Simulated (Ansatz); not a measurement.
**BH₄NS₂: ionisation energy by level of theory**

Aim: the vertical ionisation energy of BH₄NS₂, as cation minus neutral at the neutral's geometry, on several levels, and how well −ε(HOMO) stands in for it.

The runs use Ansatz 0.2.0, Gaussian basis; unrestricted cation, the program's frozen cores in correlated methods.

Plan: UKS PBE-D4/def2-TZVPP; UKS r2SCAN-D4/def2-TZVPP; UKS PBE0-D4/def2-TZVPP; UKS B3LYP-D4/def2-TZVPP; UKS wB97X-V/def2-TZVPP; UKS wB97M-V/def2-TZVPP; UKS B2PLYP/def2-TZVPP; UHF-CCSD(T)/def2-TZVPP; UHF-CCSD(T)/def2-QZVPP; extrapolation to the limit; then −ε(HOMO) from the neutral's earlier runs with LDA (SPW92), PBE-D4, revPBE-D4, BLYP-D4, r2SCAN-D4, B97M-V, PBE0-D4, B3LYP-D4, r2SCANh-D4, r2SCAN0-D4, HSE06-D4, BHLYP-D4, CAM-B3LYP-D4, LC-ωPBE, ωB97X-V, ωB97M-V.

## Step 1: The geometry

All runs share one geometry, relaxed beforehand with PBE0-D4 in a triple-zeta def2 set.

8 atoms, charge 0, spin multiplicity 1.

Atoms are counted from 1 here; the program's logs count them from 0.

Bond lengths: N1–B2 1.397 Å, N1–H5 1.004 Å, N1–H6 1.005 Å, B2–S3 1.824 Å, B2–S4 1.820 Å, S3–H7 1.341 Å, S4–H8 1.343 Å. Angles: B2–N1–H5 123.4°, B2–N1–H6 122.7°, H5–N1–H6 113.9°, N1–B2–S3 118.4°, N1–B2–S4 123.5°, S3–B2–S4 118.0°, B2–S3–H7 97.0°, B2–S4–H8 97.7°.

## Step 2: Cation, UKS PBE-D4/def2-TZVPP

The input, in.yaml:

```yaml
crystal:
  periodic: [false, false, false]
  atoms:
    - {symbol: N, position_ang: [-0.559012, 1.097120, 0.019275]}
    - {symbol: B, position_ang: [0.226686, -0.057758, -0.008528]}
    - {symbol: S, position_ang: [2.041604, 0.126226, -0.025594]}
    - {symbol: S, position_ang: [-0.463160, -1.742288, -0.027394]}
    - {symbol: H, position_ang: [-1.562639, 1.082737, 0.033901]}
    - {symbol: H, position_ang: [-0.165286, 2.021909, 0.027377]}
    - {symbol: H, position_ang: [2.337293, -1.181101, -0.059899]}
    - {symbol: H, position_ang: [-1.763186, -1.403944, -0.014939]}
basis:
  gaussian: {orbitals: def2-TZVPP}
total_charge: 1
magnetization: {spin_polarized: true, initial_magnetization: 1}
hamiltonian: {xc: pbe, dispersion: d4}
```

Started as:

```bash
$ ansatz run in.yaml --threads 2 --pin off --events-out ev --progress --plain --max-ram 22528MiB --backend cpu
```

After this run come: Cation, UKS r2SCAN-D4/def2-TZVPP; Cation, UKS PBE0-D4/def2-TZVPP; Cation, UKS B3LYP-D4/def2-TZVPP; Cation, UKS wB97X-V/def2-TZVPP; Cation, UKS wB97M-V/def2-TZVPP; Cation, UKS B2PLYP (frozen core)/def2-TZVPP; Cation, UHF-CCSD(T)/def2-TZVPP; Cation, UHF-CCSD(T)/def2-QZVPP.

Before running them: what should the planned runs give, taken together? Wanted: ionisation energy, CCSD(T)/CBS; nearest functional by difference; nearest −ε(HOMO); −ε(HOMO) of PBE; T1 of the cation.

**Answer**, as computed:

| quantity | value |
| --- | --- |
| ionisation energy, CCSD(T)/CBS | 9.70 eV |
| nearest functional by difference | ωB97X-V (-0.15 eV) |
| nearest −ε(HOMO) | ωB97X-V (-0.18 eV) |
| −ε(HOMO) of PBE | 5.96 eV |
| T1 of the cation | 0.035 |

**Reading.** Energy differences with functionals land within 0.72 eV of the reference. −ε(HOMO) of PBE misses by 3.7 eV, since self-interaction lifts the level. Among orbital estimates ωB97X-V comes nearest. Hartree-Fock falls 1.05 eV short, as the neutral has more correlation energy than the cation. The cation's T1 (from the report) is 0.035, near the customary mark of 0.045 for open shells, so the coupled-cluster value is less safe.
